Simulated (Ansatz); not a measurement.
# GaSiH4F (SMILES [F][GaH][SiH3]) at B3LYP/6-31G(d) (Cartesian functions)

Aim: the vertical singlet–triplet gap of GaSiH4F at B3LYP/6-31G* (Cartesian functions), from 2 runs. 

Program for the calculation: Ansatz 0.2.0.

64 further runs of the same task are left out: 64 set aside as unsound or not needed.

## (1) The molecule

GaSiH4F has 7 atoms, charge 0, and is taken as a singlet. As SMILES, `[F][GaH][SiH3]`. The coordinates come from a PBE0-D4/def2-TZVP relaxation.

Bond lengths: F1–Ga2 1.766 Å, Ga2–Si3 2.406 Å, Ga2–H4 1.565 Å, Si3–H5 1.487 Å, Si3–H6 1.487 Å, Si3–H7 1.487 Å. Angles: F1–Ga2–Si3 112.7°, F1–Ga2–H4 112.3°, Si3–Ga2–H4 135.0°, Ga2–Si3–H5 109.4°, Ga2–Si3–H6 111.2°, Ga2–Si3–H7 109.6°, H5–Si3–H6 108.8°, H5–Si3–H7 108.9°, H6–Si3–H7 108.9°.

## (2) The energy at B3LYP/6-31G(d) (Cartesian functions)

Input file molecule.yaml:

```yaml
crystal:
  periodic: [false, false, false]
  atoms:
    - symbol: F
      position_ang: [0.231600, -2.152100, 1.342200]
    - symbol: Ga
      position_ang: [0.019100, -0.400000, 1.279300]
    - symbol: Si
      position_ang: [-0.029700, 0.450800, -0.970800]
    - symbol: H
      position_ang: [-0.096900, 0.235400, 2.704700]
    - symbol: H
      position_ang: [-1.196100, -0.125700, -1.691600]
    - symbol: H
      position_ang: [-0.144400, 1.933400, -0.983000]
    - symbol: H
      position_ang: [1.216400, 0.058100, -1.680800]
basis:
  gaussian:
    orbitals: "6-31G*"
hamiltonian:
  xc: {name: B3LYP}
accuracy: high
output:
  orbitals: {seedname: orbitals}
```

On the command line:

```bash
$ ansatz run molecule.yaml --threads 1 --pin off --max-ram 3480MiB --events-out events.jsonl --progress --plain --runs-dir runs
```

The log of the run:

```text
Warning: RAYON_NUM_THREADS=1 ignored (pool sized by the plan → 1); use --threads N
Functional definition: B3LYP
  name "B3LYP"
  parameter a0 = 0.2
  parameter ax = 0.72
  parameter ac = 0.81
  exchange = (1 - a0 - ax)*slater_x + ax*b88_x + a0*exact_x
  correlation = (1 - ac)*vwn_rpa_c + ac*lyp_c
1550 factors; integrals over basis functions are off by at most 4.7e-9 eV
mean field evaluation 1: about -63029.6429 eV, gradient 4.1e1 eV
mean field evaluation 2: about -63015.2005 eV, gradient 1.0e2 eV
mean field evaluation 4: about -63032.3335 eV, gradient 5.4e0 eV
mean field evaluation 8: about -63032.4443 eV, gradient 1.5e-1 eV
mean field evaluation 16: about -63032.4444 eV, gradient 5.2e-6 eV
mean field -63032.44436109 eV, -2316.3996053448 hartree, gradient 3.1e-8 eV, S^2 0.000000; 0 other end points of the search recorded, 0 dependent functions left out
reference -63032.44440460 eV, -2316.3996069435 hartree; 29, 29 occupied and 48, 48 virtual orbitals, 1550 factors
Total energy: -63032.44440460 eV, -2316.3996069435 hartree
```

Run time: 7.2 s. Hardware: 1 thread of Arm Neoverse V1, shared host; peak memory 0.24 GiB.

## (3) The triplet, same level

Input file in.yaml:

```yaml
crystal:
  periodic: [false, false, false]
  atoms:
    - symbol: F
      position_ang: [0.231600, -2.152100, 1.342200]
    - symbol: Ga
      position_ang: [0.019100, -0.400000, 1.279300]
    - symbol: Si
      position_ang: [-0.029700, 0.450800, -0.970800]
    - symbol: H
      position_ang: [-0.096900, 0.235400, 2.704700]
    - symbol: H
      position_ang: [-1.196100, -0.125700, -1.691600]
    - symbol: H
      position_ang: [-0.144400, 1.933400, -0.983000]
    - symbol: H
      position_ang: [1.216400, 0.058100, -1.680800]
basis:
  gaussian: {orbitals: "6-31G*"}
magnetization: {spin_polarized: true, initial_magnetization: 2}
hamiltonian: {xc: {name: B3LYP}}
accuracy: high
output: {orbitals: {seedname: orbitals}}
```

On the command line:

```bash
$ ansatz run in.yaml --threads 1 --pin off --max-ram 3480MiB --events-out events.jsonl --progress --plain --runs-dir runs
```

The log of the run, cut to the lines that bear on the results:

```text
Warning: RAYON_NUM_THREADS=1 ignored (pool sized by the plan → 1); use --threads N
[... 7 set-up lines as earlier in the session ...]
1549 factors; integrals over basis functions are off by at most 4.7e-9 eV
mean field evaluation 1: about -63025.6170 eV, gradient 2.8e1 eV
mean field evaluation 2: about -62999.2708 eV, gradient 8.7e1 eV
mean field evaluation 4: about -63028.0601 eV, gradient 4.7e0 eV
mean field evaluation 8: about -63028.2029 eV, gradient 2.0e-1 eV
mean field evaluation 16: about -63028.2031 eV, gradient 3.2e-4 eV
mean field -63028.20314253 eV, -2316.2437434376 hartree, gradient 3.5e-8 eV, S^2 2.004185; 0 other end points of the search recorded, 0 dependent functions left out
reference -63028.20318536 eV, -2316.2437450114 hartree; 30, 28 occupied and 47, 49 virtual orbitals, 1549 factors
Total energy: -63028.20318536 eV, -2316.2437450114 hartree
```

Wall time 13 s (1 thread of Arm Neoverse V1, shared host); peak memory 0.37 GiB.

## (4) Results

At B3LYP/6-31G* (Cartesian functions):

```
                                        quantity           value
                           singlet: total energy  -2316.39961 Eh
                            singlet: HOMO energy        -7.68 eV
                            singlet: LUMO energy        -2.00 eV
                          singlet: HOMO–LUMO gap         5.68 eV
                           triplet: total energy  -2316.24375 Eh
     triplet: HOMO energy (highest over α and β)        -3.61 eV
                                   triplet: ⟨S²⟩           2.004
vertical energy of the triplet above the singlet        4.241 eV
```

At this shape the triplet lies 4.24 eV (98 kcal/mol) above the singlet.
